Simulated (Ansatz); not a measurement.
**CH₆FGeNO: one species, many methods**

Aim: compute CH₆FGeNO with functionals from several rungs and with coupled cluster, and see how far each lands from CCSD(T) at the basis-set limit for the atomisation energy.

Computed with Ansatz 0.2.0, Gaussian basis. Level: functionals in def2-TZVPP, the program's frozen cores in correlated methods.

Levels to be run: PBE-D4, r2SCAN-D4, PBE0-D4, B3LYP-D4, ωB97X-V, ωB97M-V, B2PLYP; CCSD(T)/def2-TZVPP; MP2/def2-QZVPP; extrapolation to the limit.

## (1) Structure used throughout

An earlier PBE0-D4 in a triple-zeta def2 set relaxation fixed the geometry.

11 atoms, charge 0, spin multiplicity 1.

Atoms are counted from 1 here; the program's logs count them from 0.

Bond lengths: C1–Ge2 1.927 Å, C1–H6 1.091 Å, C1–H7 1.090 Å, C1–H8 1.090 Å, Ge2–N3 1.802 Å, Ge2–O4 1.769 Å, Ge2–F5 1.746 Å, N3–H9 1.007 Å, N3–H10 1.008 Å, O4–H11 0.961 Å. Angles: Ge2–C1–H6 109.9°, Ge2–C1–H7 110.2°, Ge2–C1–H8 109.4°, H6–C1–H7 109.4°, H6–C1–H8 108.8°, H7–C1–H8 109.1°, C1–Ge2–N3 113.9°, C1–Ge2–O4 115.4°, C1–Ge2–F5 106.9°, N3–Ge2–O4 108.5°, N3–Ge2–F5 109.0°, O4–Ge2–F5 102.4°, Ge2–N3–H9 117.6°, Ge2–N3–H10 116.7°, H9–N3–H10 111.2°, Ge2–O4–H11 111.6°.

Geometry (Å):

```
C    -1.29752    0.66528    0.57505
Ge    0.17983   -0.10639   -0.39284
N     1.78156    0.15729    0.38968
O     0.01875   -1.82555   -0.77608
F     0.19181    0.63056   -1.97541
H    -1.09320    1.71485    0.79000
H    -1.45652    0.12848    1.51069
H    -2.20099    0.59963   -0.03102
H     1.78789    0.50192    1.33579
H     2.47337   -0.56417    0.25974
H    -0.31978   -1.95882   -1.66509
```

## (2) PBE-D4 (GGA)

in.yaml

```yaml
crystal:
  periodic: [false, false, false]
  atoms:
    - {symbol: C, position_ang: [-1.297524, 0.665281, 0.575051]}
    - {symbol: Ge, position_ang: [0.179833, -0.106388, -0.392839]}
    - {symbol: N, position_ang: [1.781559, 0.157295, 0.389684]}
    - {symbol: O, position_ang: [0.018751, -1.825549, -0.776083]}
    - {symbol: F, position_ang: [0.191813, 0.630559, -1.975415]}
    - {symbol: H, position_ang: [-1.093199, 1.714854, 0.789998]}
    - {symbol: H, position_ang: [-1.456523, 0.128479, 1.510690]}
    - {symbol: H, position_ang: [-2.200987, 0.599634, -0.031024]}
    - {symbol: H, position_ang: [1.787886, 0.501917, 1.335785]}
    - {symbol: H, position_ang: [2.473371, -0.564165, 0.259739]}
    - {symbol: H, position_ang: [-0.319781, -1.958816, -1.665086]}
basis:
  gaussian: {orbitals: def2-TZVPP}
hamiltonian: {xc: pbe, dispersion: d4}
output: {forces: true, orbitals: {seedname: orbitals}}
```

Started as:

```
> ansatz run in.yaml --threads 4 --pin off --events-out ev --progress --plain --max-ram 10444MiB
```

After this run come: r2SCAN-D4 (meta-GGA); PBE0-D4 (hybrid); B3LYP-D4 (hybrid); ωB97X-V (range-separated); ωB97M-V (range-separated); B2PLYP (double hybrid); CCSD(T) in def2-TZVPP; MP2 in def2-QZVPP.

Before running them: what should the planned runs give, taken together? Wanted: atomisation energy, CCSD(T)/CBS; farthest; mean size of error, hybrid; mean size of error, range-separated; gap, smallest and largest; T1 diagnostic; triples share of the correlation energy.

The runs gave:

```
                               quantity                                  value
        atomisation energy, CCSD(T)/CBS                          4031.2 kJ/mol
 functionals within 40.3 kJ/mol (1.0 %)  r2SCAN-D4, B3LYP-D4, ωB97X-V, ωB97M-V
                               farthest                  B2PLYP (-63.8 kJ/mol)
             mean size of error, hybrid                            45.0 kJ/mol
    mean size of error, range-separated                            13.8 kJ/mol
              gap, smallest and largest   5.78 eV (PBE-D4), 12.61 eV (ωB97X-V)
                          T1 diagnostic                                 0.0111
triples share of the correlation energy                                  3.4 %
```

In words: PBE-D4 is off by +40.4 kJ/mol. Double hybrids carry the basis error of their MP2 part in triple zeta, and no dispersion term here, so their miss is partly the set-up's. The reference freezes the cores and leaves out relativity and excitations past (T), and its outer-core shells are covered unevenly, so misses under about 40.3 kJ/mol can't be ranked. Hartree-Fock recovers 70 % of the binding; the rest is correlation. The gap grows from 5.8 to 12.6 eV across the functionals, mostly with the share of exact exchange. Correlated methods include outer-core shells of Ge, which these sets cover unevenly.
